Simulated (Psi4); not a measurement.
**CH7GaSi (SMILES [CH3][GaH][SiH3]) at CCSD/6-31G(d) (spherical functions)**

What is the energy change on altering one bond length of CH7GaSi at CCSD/6-31G* (spherical functions)? The job is set up through a Python script.

The results are computed with Psi4 1.11.

### Step 1. The molecule

CH7GaSi: 10 atoms, total charge 0, spin state singlet. SMILES: `[CH3][GaH][SiH3]`. The shape is that of a PBE0-D4/def2-TZVP optimisation.

Bond lengths: C1–Ga2 1.971 Å, Ga2–Si3 2.419 Å, C1–H4 1.090 Å, C1–H5 1.094 Å, C1–H6 1.093 Å, Ga2–H7 1.578 Å, Si3–H8 1.492 Å, Si3–H9 1.489 Å, Si3–H10 1.492 Å. Some angles: C1–Ga2–Si3 120.8°, C1–Ga2–H7 118.1°, Si3–Ga2–H7 121.0°, Ga2–C1–H4 113.1°, Ga2–C1–H5 109.2°, Ga2–C1–H6 110.1°, Ga2–Si3–H8 110.2°, Ga2–Si3–H9 114.2°, Ga2–Si3–H10 110.2°, H4–C1–H5 108.5°.

### Step 2. A single-point energy at CCSD/6-31G(d) (spherical functions)

ch7gasi.py reads:

```python
import psi4

psi4.set_memory('1600 MB')
psi4.set_num_threads(1)
psi4.core.set_output_file('ch7gasi.out', False)

molecule = psi4.geometry("""
C     -1.123300     1.394100    -0.619200
Ga     0.561500     0.659300     0.093300
Si     0.786700    -1.705300     0.550700
H     -1.924300     0.656600    -0.670400
H     -0.947000     1.785400    -1.626000
H     -1.454200     2.236500    -0.005700
H      1.759600     1.654600     0.346000
H      0.531000    -2.496200    -0.688800
H      2.125000    -2.100900     1.069700
H     -0.231700    -2.135100     1.553300
symmetry c1
no_reorient
no_com
""")

options = {'basis': '6-31G*', 'reference': 'rhf', 'puream': True, 'e_convergence': 1e-09, 'd_convergence': 1e-08, 'scf_type': 'pk', 'num_frozen_docc': 15}
psi4.set_options(options)

energy_value, wavefunction = psi4.energy("ccsd", molecule=molecule, return_wfn=True)
print('E =', round(energy_value, 9))
```

Started as:

```sh
$ python ch7gasi.py
```

ch7gasi.out:

```text
[...]
  Running in c1 symmetry.
[...]
  Nuclear repulsion =  238.583028564977326
[...]
  Multiplicity = 1
[...]
  Nalpha       = 29
  Nbeta        = 29
[...]
    Number of basis functions: 78
[...]
   @RHF iter   1: -2252.23719305692975   -3.30772e+00   3.32569e-02 DIIS/ADIIS
[...]
   @RHF iter  11: -2253.80167849974714   -1.59162e-11   7.22280e-09 DIIS
[...]
    Orbital Energies [Eh]
    ---------------------
    Doubly Occupied:
       1A   -378.828015     2A    -68.742939     3A    -48.206386
       4A    -42.537921     5A    -42.534957     6A    -42.534407
       7A    -11.201342     8A     -6.414166     9A     -6.108296
      10A     -4.509379    11A     -4.502351    12A     -4.501405
      13A     -4.213574    14A     -4.213431    15A     -4.213050
      16A     -1.198307    17A     -1.193956    18A     -1.193523
      19A     -1.189227    20A     -1.187498    21A     -0.921544
      22A     -0.710614    23A     -0.558556    24A     -0.545200
      25A     -0.543668    26A     -0.474259    27A     -0.473088
      28A     -0.404452    29A     -0.358606
[...]
  @RHF Final Energy: -2253.80167849974714
   => Energetics <=
    Nuclear Repulsion Energy =            238.5830285649773259
    One-Electron Energy =               -3616.3411761700908755
    Two-Electron Energy =                1123.9564691053665229
    Total Energy =                      -2253.8016784997471404
[...]
 Multipole Moments:
 ------------------------------------------------------------------------------------
     Multipole            Electronic (a.u.)      Nuclear  (a.u.)        Total (a.u.)
 ------------------------------------------------------------------------------------
 L = 1.  Multiply by 2.5417464519 to convert [e a0] to [Debye]
 Dipole X            :        -40.8891045           40.7026220           -0.1864825
 Dipole Y            :         -8.2931831            8.5597035            0.2665203
 Dipole Z            :        -13.0807837           12.9729699           -0.1078139
 Magnitude           :                                                    0.3426845
[...]
      * MP2 total energy                      = -2254.251492936304203
[...]
      * CCSD total energy                     = -2254.280663339525290
```

Standard output:

```text
E = -2254.28066334
```

It took 11 s on 1 thread of Intel Xeon 6975P-C (Granite Rapids), shared host; peak memory 0.42 GiB.

### Step 3. The distorted shape at the same level

ch7gasi.xyz reads:

```xyz
10
CH7GaSi
C     -1.024034     1.141391    -0.803242
Ga     0.660766     0.406591    -0.090742
Si     0.885966    -1.958009     0.366658
H     -1.825034     0.403891    -0.854442
H     -0.847734     1.532691    -1.810042
H     -1.454200     2.236500    -0.005700
H      1.858866     1.401891     0.161958
H      0.630266    -2.748909    -0.872842
H      2.224266    -2.353609     0.885658
H     -0.132434    -2.387809     1.369258
```

run.py reads:

```python
import psi4

psi4.set_memory('1600 MB')
psi4.set_num_threads(1)
psi4.set_output_file('output.dat', False)

with open('ch7gasi.xyz') as f:
    atoms = ''.join(f.readlines()[2:])
m = psi4.geometry('0 1\n' + atoms + 'symmetry c1')

psi4.set_options({
    'basis': '6-31G*',
    'puream': True,
    'e_convergence': 1e-09,
    'd_convergence': 1e-08,
    'scf_type': 'pk',
    'num_frozen_docc': 15,
})

e, wfn = psi4.energy('ccsd', molecule=m, return_wfn=True)
print(f'total energy {e:.8f} hartree = {e * 27.211386:.5f} eV')
for k, v in sorted(psi4.core.scalar_variables().items()):
    print(f'{k:45s} {v:18.10f}')
```

Started as:

```sh
$ python run.py
```

output.dat:

```text
[...]
  Running in c1 symmetry.
[...]
  Nuclear repulsion =  237.186872883166757
[...]
  Multiplicity = 1
[...]
  Nalpha       = 29
  Nbeta        = 29
[...]
    Number of basis functions: 78
[...]
   @RHF iter   1: -2252.14818620469941   -3.39807e+00   3.33864e-02 DIIS/ADIIS
[...]
   @RHF iter  12: -2253.76031128237764   -8.18545e-12   5.60166e-09 DIIS
[...]
    Orbital Energies [Eh]
    ---------------------
    Doubly Occupied:
       1A   -378.830637     2A    -68.745233     3A    -48.208932
       4A    -42.540482     5A    -42.537503     6A    -42.536978
       7A    -11.236790     8A     -6.416765     9A     -6.110561
      10A     -4.511969    11A     -4.504946    12A     -4.504090
      13A     -4.215835    14A     -4.215698    15A     -4.215328
      16A     -1.200922    17A     -1.196483    18A     -1.196177
      19A     -1.191880    20A     -1.190187    21A     -0.900355
      22A     -0.712373    23A     -0.562551    24A     -0.550690
      25A     -0.480572    26A     -0.476240    27A     -0.474163
      28A     -0.407526    29A     -0.359364
[...]
  @RHF Final Energy: -2253.76031128237764
   => Energetics <=
    Nuclear Repulsion Energy =            237.1868728831667568
    One-Electron Energy =               -3613.4319052384939823
    Two-Electron Energy =                1122.4847210729492417
    Total Energy =                      -2253.7603112823780975
[...]
 Multipole Moments:
 ------------------------------------------------------------------------------------
     Multipole            Electronic (a.u.)      Nuclear  (a.u.)        Total (a.u.)
 ------------------------------------------------------------------------------------
 L = 1.  Multiply by 2.5417464519 to convert [e a0] to [Debye]
 Dipole X            :          3.7788833           -3.8993100           -0.1204267
 Dipole Y            :          4.6236640           -4.4936721            0.1299919
 Dipole Z            :          0.2709905           -0.4515924           -0.1806019
 Magnitude           :                                                    0.2530168
[...]
      * MP2 total energy                      = -2254.213357909958177
[...]
      * CCSD total energy                     = -2254.244919937411851
```

On the terminal:

```text
total energy -2254.24491994 hartree = -61341.12865 eV
CC D1 DIAGNOSTIC                                    0.0305555325
CC D2 DIAGNOSTIC                                    0.1664116377
CC NEW D1 DIAGNOSTIC                                0.0305555325
CC T1 DIAGNOSTIC                                    0.0132478754
CCSD CORRELATION ENERGY                            -0.4846086550
CCSD DOUBLES ENERGY                                -0.4846086550
CCSD ITERATIONS                                    17.0000000000
CCSD OPPOSITE-SPIN CORRELATION ENERGY              -0.3773939346
CCSD SAME-SPIN CORRELATION ENERGY                  -0.1072147204
CCSD SINGLES ENERGY                                 0.0000000000
CCSD TOTAL ENERGY                               -2254.2449199374
CURRENT CORRELATION ENERGY                         -0.4846086550
CURRENT ENERGY                                  -2254.2449199374
CURRENT REFERENCE ENERGY                        -2253.7603112824
DD SOLVATION ENERGY                                 0.0000000000
HF KINETIC ENERGY                                2253.0480165055
HF POTENTIAL ENERGY                             -4506.8083277878
HF TOTAL ENERGY                                 -2253.7603112824
HF VIRIAL RATIO                                     2.0003161472
MP2 CORRELATION ENERGY                             -0.4530466276
MP2 DOUBLES ENERGY                                 -0.4530466276
MP2 OPPOSITE-SPIN CORRELATION ENERGY               -0.3346548417
MP2 SAME-SPIN CORRELATION ENERGY                   -0.1183917859
MP2 SINGLES ENERGY                                 -0.0000000000
MP2 TOTAL ENERGY                                -2254.2133579100
NUCLEAR REPULSION ENERGY                          237.1868728832
ONE-ELECTRON ENERGY                             -3613.4319052385
PCM POLARIZATION ENERGY                             0.0000000000
PE ENERGY                                           0.0000000000
SCF ITERATION ENERGY                            -2253.7603112824
SCF ITERATIONS                                     12.0000000000
SCF TOTAL ENERGY                                -2253.7603112824
TWO-ELECTRON ENERGY                              1122.4847210729
```

Run time: 11 s. Hardware: 1 thread of Intel Xeon 6975P-C (Granite Rapids), shared host; peak memory 0.42 GiB.

### Step 4. Outcome

Level: CCSD/6-31G* (spherical functions), 15 core orbitals frozen.

```
                                                         quantity           value
                                        first shape: total energy  -2254.28066 Eh
                 first shape: HOMO energy (Hartree–Fock orbitals)        -9.76 eV
                 first shape: LUMO energy (Hartree–Fock orbitals)         1.03 eV
               first shape: HOMO–LUMO gap (Hartree–Fock orbitals)        10.79 eV
        first shape: correlation energy (15 core orbitals frozen)      -479.0 mEh
                                       first shape: T1 diagnostic           0.013
                                    distorted shape: total energy  -2254.24492 Eh
             distorted shape: HOMO energy (Hartree–Fock orbitals)        -9.78 eV
             distorted shape: LUMO energy (Hartree–Fock orbitals)         1.00 eV
           distorted shape: HOMO–LUMO gap (Hartree–Fock orbitals)        10.78 eV
    distorted shape: correlation energy (15 core orbitals frozen)      -484.6 mEh
                                   distorted shape: T1 diagnostic           0.013
energy change with the C1–H6 bond stretched from 1.093 to 1.421 Å        0.973 eV
```

With the C1–H6 bond stretched from 1.093 to 1.421 Å the energy rises by 0.97 eV (22.4 kcal/mol). The first shape isn't relaxed at this level, so the change isn't measured from a minimum.
